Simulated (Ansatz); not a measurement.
**Two self-consistent states of Co3Ni2S2**

Aim: solve Co3Ni2S2 (a borrowed structure type, volume estimated) from each of its saved states, at one geometry and mesh, and see which is lowest and how they differ.

All numbers below are computed with Ansatz 0.2.0 (DFT, PBE, with on-site exact exchange 0.23 on Co d, on-site exact exchange 0.18 on Ni d, plane waves, PAW).

## Step 1: The cell

It takes space group R-3m (No. 166, trigonal). Conventional cell: a = 4.995 Å, b = 4.995 Å, c = 12.048 Å, α = 90.00°, β = 90.00°, γ = 120.00°. Ni (site symmetry -3m) is surrounded by 6 Co at 2.47 Å. S (site symmetry 3m) has 3 Co at 2.03 Å and 1 Ni at 2.59 Å as nearest neighbours. Around Ni (site symmetry -3m) lie 6 Co at 2.50 Å and 2 S at 2.59 Å. Co (site symmetry 2/m) is surrounded by 2 S at 2.03 Å.

Symmetry-reduced, conventional setting; the input below types the cell that was run:

```cif
data_structure
_symmetry_space_group_name_H-M 'R-3m:H'
_symmetry_Int_Tables_number 166
_cell_length_a 4.9949
_cell_length_b 4.9949
_cell_length_c 12.0482
_cell_angle_alpha 90.000
_cell_angle_beta 90.000
_cell_angle_gamma 120.000
_cell_volume 260.32
loop_
_atom_site_label
_atom_site_type_symbol
_atom_site_symmetry_multiplicity
_atom_site_Wyckoff_symbol
_atom_site_fract_x
_atom_site_fract_y
_atom_site_fract_z
_atom_site_occupancy
Ni1 Ni 3 b 0.33333 0.66667 0.16667 1
S1 S 6 c 0.33333 0.66667 0.88167 1
Ni2 Ni 3 a 0.00000 0.00000 0.00000 1
Co1 Co 9 e 0.00000 0.50000 0.00000 1
```

The states: A, Ni1 up, Ni4 up, Co5 up, Co6 up, Co7 up (collinear spin); B, Ni1 up, Ni4 up, Co5 up, Co6 up, Co7 up (collinear spin). Each run reads its own saved solution as saved_state.

## Step 2: Run from state A

File input.yaml:

```yaml
crystal:
  lattice:
    - [4.94420344, 0.0, 0.0]
    - [2.42111342, 4.31084458, 0.0]
    - [2.42111342, 1.41704842, 4.07128298]
  atoms:
    - { symbol: Ni, position: [0.5, 0.5, 0.5], spin: 2.0 }
    - { symbol: S, position: [0.215, 0.215, 0.215] }
    - { symbol: S, position: [0.785, 0.785, 0.785] }
    - { symbol: Ni, position: [0.0, 0.0, 0.0], spin: 2.0 }
    - { symbol: Co, position: [0.0, 0.5, 0.5], spin: 3.0 }
    - { symbol: Co, position: [0.5, 0.0, 0.5], spin: 3.0 }
    - { symbol: Co, position: [0.5, 0.5, 0.0], spin: 3.0 }
  symmetry: { detect: false, time_reversal: true }
kpoints:
  mp_grid: { grid: [5, 5, 5], shift: [0, 0, 0] }
  band_path:
    path:
      - [0.0, 0.0, 0.0]
      - [0.5, 0.5, 0.5]
      - [0.74739449, 0.25260505, 0.50000023]
      - [0.4999995, -0.25260541, 0.25260553]
      - [0.49999969, -1.3e-07, 2.5e-07]
      - [0.0, 0.0, 0.0]
      - [0.3763021, -0.37630281, 3.5e-07]
      - [0.62369699, -1.8e-07, 0.37630288]
      - [0.49999966, -1.6e-07, 0.50000022]
      - [0.0, 0.0, 0.0]
    npoints: 7
magnetization:
  spin_polarized: true
scf:
  occupations: { method: fermi_dirac, width: 0.0763 }
  lower_state_search: "off"
  max_iter: 200
hamiltonian:
  pseudopotentials: { kind: paw }
  xc: pbe
  hubbard:
    projectors: all-electron-ortho-atomic
    sites:
      - { species: Co, l: d, exx: { coeff: 0.23 } }
      - { species: Ni, l: d, exx: { coeff: 0.18 } }
basis:
  ecutwfc: 420
  fft_grid_basis: typed
output:
  forces: true
  stress: true
  eigenvalues: true
  bader: true
  populations: true
  elf: true
  write_potential: true
  volumetric_format: npy
  dos:
    e_range: [-12, 8]
    de: 0.05
    projected: { site_lists: { Co: [Co], Ni: [Ni], S: [S] } }
  write_density: true
checkpoint:
  read: saved_state
```

Launch:

```sh
$ ansatz run input.yaml --threads 1 --pin off --max-ram 2560MiB --backend cpu --events-out ev --progress --plain --runs-dir out
```

## Step 4: State B: the run

input.yaml: that of step 2 with these lines changed.

```diff
@@ -16,15 +16,2 @@
   mp_grid: { grid: [5, 5, 5], shift: [0, 0, 0] }
-  band_path:
-    path:
-      - [0.0, 0.0, 0.0]
-      - [0.5, 0.5, 0.5]
-      - [0.74739449, 0.25260505, 0.50000023]
-      - [0.4999995, -0.25260541, 0.25260553]
-      - [0.49999969, -1.3e-07, 2.5e-07]
-      - [0.0, 0.0, 0.0]
-      - [0.3763021, -0.37630281, 3.5e-07]
-      - [0.62369699, -1.8e-07, 0.37630288]
-      - [0.49999966, -1.6e-07, 0.50000022]
-      - [0.0, 0.0, 0.0]
-    npoints: 7
 magnetization:
```

(Steps that only read results are left out.)

What does the calculation give? Wanted: for each run, free energy; largest site moment; size of the net moment; gap; pressure; largest force.

The runs gave:

```
state  free energy (meV/atom)  largest site moment (μB)  size of the net moment (μB/cell)  gap (eV)  pressure (GPa)  largest force (eV/Å)  SCF cycles
    A                     0.0                      1.83                              7.22     metal            35.2                  5.09          36
    B                     0.8                      1.77                              7.20     metal            34.8                  5.13          64
```

What this shows: States A and B are level within 1 meV per atom. The atoms are far from rest (forces to 5.1 eV/Å), so order and character hold for this geometry alone.

Limits of this run: the k mesh is coarse for a cell without a gap.
